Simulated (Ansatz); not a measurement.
# AlH6NSeSi: one species, many methods

One table from this session's results is given with a row withheld; the runs are named, their logs left out.

The runs use Ansatz 0.2.0, Gaussian basis; functionals in def2-TZVPP, the program's frozen cores in correlated methods.

The runs, in order: PBE-D4, r2SCAN-D4, PBE0-D4, B3LYP-D4, ωB97X-V, ωB97M-V, B2PLYP; CCSD(T)/def2-TZVPP; MP2/def2-QZVPP; extrapolation to the limit.

### The relaxed structure

An earlier PBE0-D4 in a triple-zeta def2 set relaxation fixed the geometry.

SMILES `N[SiH2][AlH][SeH]`, 10 atoms, charge 0, spin multiplicity 1.

Atoms are counted from 1 here; the program's logs count them from 0.

Bond lengths: N1–Si2 1.736 Å, N1–H5 1.009 Å, N1–H6 1.009 Å, Si2–Al3 2.464 Å, Si2–H7 1.492 Å, Si2–H8 1.492 Å, Al3–Se4 2.329 Å, Al3–H9 1.588 Å, Se4–H10 1.469 Å. Angles: Si2–N1–H5 118.2°, Si2–N1–H6 118.1°, H5–N1–H6 109.7°, N1–Si2–Al3 114.0°, N1–Si2–H7 107.4°, N1–Si2–H8 107.2°, Al3–Si2–H7 110.3°, Al3–Si2–H8 110.2°, H7–Si2–H8 107.6°, Si2–Al3–Se4 111.5°, Si2–Al3–H9 131.3°, Se4–Al3–H9 117.2°, Al3–Se4–H10 93.8°.

Set-up of the first run:

The input, in.yaml:

```yaml
crystal:
  periodic: [false, false, false]
  atoms:
    - {symbol: N, position_ang: [-0.274176, 1.813900, -0.810256]}
    - {symbol: Si, position_ang: [1.024864, 0.775855, -0.312830]}
    - {symbol: Al, position_ang: [0.282711, -1.380373, 0.620188]}
    - {symbol: Se, position_ang: [-2.039179, -1.557309, 0.617734]}
    - {symbol: H, position_ang: [-0.881895, 2.191383, -0.099108]}
    - {symbol: H, position_ang: [-0.819569, 1.541019, -1.613753]}
    - {symbol: H, position_ang: [1.831859, 1.524364, 0.694556]}
    - {symbol: H, position_ang: [1.890728, 0.550600, -1.506837]}
    - {symbol: H, position_ang: [1.103330, -2.611634, 1.197603]}
    - {symbol: H, position_ang: [-2.035674, -2.899005, 1.215703]}
basis:
  gaussian: {orbitals: def2-TZVPP}
hamiltonian: {xc: pbe, dispersion: d4}
output: {forces: true, orbitals: {seedname: orbitals}}
```

On the command line:

```
$ ansatz run in.yaml --threads 4 --pin off --events-out ev --progress --plain --max-ram 10444MiB
```

Among the steps run: PBE-D4 (GGA); r2SCAN-D4 (meta-GGA); PBE0-D4 (hybrid); B3LYP-D4 (hybrid); ωB97X-V (range-separated); ωB97M-V (range-separated); B2PLYP (double hybrid); CCSD(T) in def2-TZVPP; MP2 in def2-QZVPP.

One table of the session follows, with a row left open; its other results are not shown here.

It belongs to the step «Atomisation energies». 

| method | atomisation energy (eV) |
| --- | --- |
| PBE-D4 | 30.359 |
| r2SCAN-D4 | 30.296 |
| PBE0-D4 | ? |
| B3LYP-D4 | 30.286 |
| ωB97X-V | 30.562 |
| ωB97M-V | 30.267 |
| B2PLYP | 29.808 |
| HF/def2-TZVPP | 21.508 |
| MP2/def2-TZVPP | 29.424 |
| CCSD/def2-TZVPP | 29.027 |
| CCSD(T)/def2-TZVPP | 29.439 |
| MP2/CBS | 30.437 |
| CCSD(T)/CBS | 30.452 |

Estimate the missing values for PBE0-D4.

The run gave: atomisation energy (eV): 30.012. In the column «atomisation energy (eV)» it lies between B2PLYP (29.808) and ωB97M-V (30.267).
